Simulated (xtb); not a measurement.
# Si2H2Cl2O2 (SMILES Cl[SiH]1O[SiH](Cl)O1): GFN1-xTB

Wanted: a structure relaxation of Si2H2Cl2O2. 

The results are computed with xtb 6.7.1.

4 further runs of the same task are left out: 4 set aside as unsound or not needed.

**1. The structure to begin with**

Si2H2Cl2O2 has 8 atoms, charge 0, and is taken as a singlet. As SMILES, `Cl[SiH]1O[SiH](Cl)O1`. All atoms were displaced at random from a relaxed shape. The run starts from this shape.

Bond lengths: Cl1–Si2 2.060 Å, Si2–O3 1.663 Å, O3–Si4 1.699 Å, Si4–Cl5 1.960 Å, Si2–O6 1.525 Å, Si4–O6 1.600 Å, Si2–H7 1.347 Å, Si4–H8 1.431 Å. Some angles: Cl1–Si2–O3 108.3°, Cl1–Si2–O6 111.4°, O3–Si2–O6 90.3°, Si2–O3–Si4 87.2°.

**2. A structure relaxation at GFN1-xTB**

Input file struc.xyz:

```xyz
8

Cl     1.587680    -2.035510     0.935160
Si     0.843150    -0.123940     0.750780
O      0.718000     0.232980    -0.868170
Si    -0.957780     0.370820    -0.621660
Cl    -2.039010    -0.867970    -1.687910
O     -0.675930    -0.104430     0.880290
H      1.633320     0.737690     1.420600
H     -1.232860     1.771140    -0.723010
```

On the command line:

```console
xtb struc.xyz --opt extreme --gfn 1 -c 0 > run.log
```

Q: Predict the results. Wanted: total energy at the end; dipole moment; HOMO energy; LUMO energy; HOMO–LUMO gap; dispersion energy.

**Answer.** As computed:

At GFN1-xTB:

| quantity | value |
| --- | --- |
| total energy at the end | -23.05436 Eh |
| dipole moment | 1.20 D |
| HOMO energy | -12.31 eV |
| LUMO energy | -4.48 eV |
| HOMO–LUMO gap | 7.83 eV |
| dispersion energy | -10.51 kJ/mol |

At the final geometry: Bond lengths: Cl1–Si2 1.997 Å, Si2–O3 1.710 Å, O3–Si4 1.711 Å, Si4–Cl5 1.997 Å, Si2–O6 1.711 Å, Si4–O6 1.711 Å, Si2–H7 1.431 Å, Si4–H8 1.431 Å. Some angles: Cl1–Si2–O3 115.6°, Cl1–Si2–O6 115.6°, O3–Si2–O6 90.7°, Si2–O3–Si4 89.3°, O3–Si4–Cl5 115.6°, O3–Si4–O6 90.7°, Cl5–Si4–O6 115.6°, Si2–O6–Si4 89.3°, Cl1–Si2–H7 111.5°, O3–Si2–H7 110.9°. The optimisation took 13 steps and changed the energy by -1.014 eV. Mulliken charges run from -0.46 on O3 to +0.55 on Si4.
